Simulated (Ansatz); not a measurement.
This script for Ansatz 0.2.0 through its Python package starts 5 runs on H₃PTe, SMILES P[TeH]. What input does the engine get in each?

`h3pte_relaxed_scan.py`
```python
# -*- coding: utf-8 -*-
"""One bond of H3PTe held at set lengths while the rest relaxes."""

import warnings

import ansatz as az
from ase import Atoms
import numpy as np

BASIS = "def2-SVP"
XC = "pbe0"

warnings.simplefilter("ignore", az.DeckWarning)

atoms = Atoms(["P", "Te", "H", "H", "H"], positions=[
    (-0.8405, -0.482, 0.3181),
    (1.2169, 0.8686, 0.4427),
    (-0.3452, -1.6126, 0.9191),
    (-0.5524, -0.8883, -1.0494),
    (0.5711, 2.0406, -0.6718),
])
geometry = az.Crystal.molecule_from_ase(atoms)

setup = geometry.calculation().basis(gaussian=BASIS).functional(XC)
symbols = [site.symbol for site in geometry.cartesian_sites]
pairs = [(0, 1), (0, 2), (0, 3), (1, 4)]
print("held (A)   E (eV)        ", "  ".join(f"{symbols[i]}{i}-{symbols[j]}{j}" for i, j in pairs))
for length in [1.6, 1.74, 1.88, 2.09, 2.35]:
    summary = setup.relax(constraints=[az.DistanceConstraint((1, 4), at=length)], force_tolerance=0.02, max_steps=60).run(threads=1, backend="cpu").report
    xyz = np.array(summary["positions_ang"])
    print(f"{length:6.2f} {summary['free_energy_ev']:14.5f}  ", "  ".join(f"{np.linalg.norm(xyz[i] - xyz[j]):.3f}" for i, j in pairs))
```

Run 1:
```yaml
crystal:
  periodic: [false, false, false]
  atoms:
    - { symbol: P, position_ang: [-0.8405, -0.482, 0.3181] }
    - { symbol: Te, position_ang: [1.2169, 0.8686, 0.4427] }
    - { symbol: H, position_ang: [-0.3452, -1.6126, 0.9191] }
    - { symbol: H, position_ang: [-0.5524, -0.8883, -1.0494] }
    - { symbol: H, position_ang: [0.5711, 2.0406, -0.6718] }
basis:
  gaussian:
    orbitals: def2-SVP
hamiltonian:
  xc: pbe0
relax:
  f_tol: 0.02
  max_steps: 60
  constraints:
    - { distance: [1, 4], at: 1.6 }
```

Run 2, against run 1:
```diff
-    - { distance: [1, 4], at: 1.6 }
+    - { distance: [1, 4], at: 1.74 }
```

Run 3, against run 1:
```diff
-    - { distance: [1, 4], at: 1.6 }
+    - { distance: [1, 4], at: 1.88 }
```

Run 4, against run 1:
```diff
-    - { distance: [1, 4], at: 1.6 }
+    - { distance: [1, 4], at: 2.09 }
```

Run 5, against run 1:
```diff
-    - { distance: [1, 4], at: 1.6 }
+    - { distance: [1, 4], at: 2.35 }
```

```console
$ python h3pte_relaxed_scan.py
held (A)   E (eV)         P0-Te1  P0-H2  P0-H3  Te1-H4
  1.60   -16624.43034   2.495  1.429  1.429  1.600
  1.74   -16624.42615   2.494  1.429  1.428  1.740
  1.88   -16624.17762   2.493  1.429  1.429  1.880
  2.09   -16623.59832   2.488  1.429  1.429  2.090
  2.35   -16622.79970   2.481  1.429  1.429  2.350
```

The settings weren't tested for convergence. The energies are electronic: no zero-point or thermal terms, and the basis set is short of its limit. def2 sets replace the cores of elements past krypton by effective core potentials. The script silences the warnings on its input, which a real study should read. It ran for 88 s on 1 thread of Arm Neoverse V2, with other jobs on the host, peak memory 0.19 GiB.
